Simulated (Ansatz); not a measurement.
# MnCu2SnSe4: the cost of one run

Program: Ansatz 0.2.0. Level of theory: DFT LDA+U (U_eff = 2 eV on Mn d, around-mean-field double counting), plane waves, PAW. These are calculated values, not measurements.

1 further run of the same task is left out (it didn't finish). Runs told in other sessions of the task aren't counted.

**1. The structure to begin with**

The structure is tetragonal, space group I-42m (No. 121). The conventional cell has a = 5.795 Å, b = 5.795 Å, c = 11.483 Å, α = 90.00°, β = 90.00°, γ = 90.00°. Cu (site symmetry -4) has 4 Se at 2.43 Å in its first shell of neighbours. Mn (site symmetry -42m) has 4 Se at 2.52 Å in its first shell of neighbours. Se (site symmetry m) has 2 Cu at 2.43 Å and 1 Mn at 2.52 Å and 1 Sn at 2.63 Å in its first shell of neighbours. Sn (site symmetry -42m) has 4 Se at 2.63 Å in its first shell of neighbours.

As a file:

```
CELL_PARAMETERS angstrom
-2.89735 2.89735 5.74141
2.89735 -2.89735 5.74141
2.89735 2.89735 -5.74141
ATOMIC_POSITIONS crystal
Cu 0.25000 0.75000 0.50000
Cu 0.75000 0.25000 0.50000
Mn 0.00000 0.00000 0.00000
Se 0.37787 0.89413 0.00000
Se 0.62213 0.62213 0.51626
Se 0.10587 0.10587 0.48374
Se 0.89413 0.37787 0.00000
Sn 0.50000 0.50000 0.00000
```

Magnetic order typed: ferromagnetic.

An earlier series on this cell reached its lowest free state from «from atoms, symmetry kept, no search», perhaps among other starts.

**2. Random orbitals: drawn by pairs, first filling**

Contents of input.yaml:

```yaml
crystal:
  lattice:
    - [-2.89734994, 2.89734994, 5.74140988]
    - [2.89734994, -2.89734994, 5.74140988]
    - [2.89734994, 2.89734994, -5.74140988]
  atoms:
    - { symbol: Cu, position: [0.25, 0.75, 0.5] }
    - { symbol: Cu, position: [0.75, 0.25, 0.5] }
    - { symbol: Mn, position: [0.0, 0.0, 0.0], spin: 5.0 }
    - { symbol: Se, position: [0.377868, 0.894131, 0.0] }
    - { symbol: Se, position: [0.622132, 0.622132, 0.516263] }
    - { symbol: Se, position: [0.105869, 0.105869, 0.483737] }
    - { symbol: Se, position: [0.894131, 0.377868, 0.0] }
    - { symbol: Sn, position: [0.5, 0.5, 0.0] }
basis:
  ecutwfc: 420
  ecutrho_ratio: 4
kpoints:
  mp_grid: { grid: [5, 5, 5] }
hamiltonian:
  xc: lda
  hubbard:
    sites:
      - { site: 2, l: d, u_eff: 2.0, starting_ns: [{ spin: up, occupation_matrix: s2up }, { spin: down, occupation_matrix: s2down }] }
    double_counting: amf
    occupation_matrices:
      s2up:
        matrix:
          - [0.97, 0.0, 0.0, 0.0, 0.0]
          - [0.0, 0.97, 0.0, 0.0, 0.0]
          - [0.0, 0.0, 0.97, 0.0, 0.0]
          - [0.0, 0.0, 0.0, 0.97, 0.0]
          - [0.0, 0.0, 0.0, 0.0, 0.97]
      s2down:
        matrix:
          - [0.02, 0.0, 0.0, 0.0, 0.0]
          - [0.0, 0.02, 0.0, 0.0, 0.0]
          - [0.0, 0.0, 0.02, 0.0, 0.0]
          - [0.0, 0.0, 0.0, 0.02, 0.0]
          - [0.0, 0.0, 0.0, 0.0, 0.02]
    ns_hold: { iters: 5 }
scf:
  occupations: { method: gaussian, width: 0.05 }
  lower_state_search: "off"
  max_iter: 150
output:
  forces: true
  stress: true
  eigenvalues: true
  populations: true
  hubbard: { sites: [{ site: 2, l: d }] }
magnetization:
  spin_polarized: true
```

At this filling each channel is wholly full or empty, so no choice of orbitals remains. The typed matrices put 0.97 on the chosen orbitals and 0.02 on the others, and are held for 5 cycles.

The run is started by

```sh
ansatz run input.yaml --threads 4 --pin off --max-ram 6144MiB --backend cpu --events-out ev --progress --plain --runs-dir out
```

Q: Estimate wall time and peak memory on 4 threads of Arm Neoverse V2, shared host.

About 36 s, with a peak of 0.98 GiB.
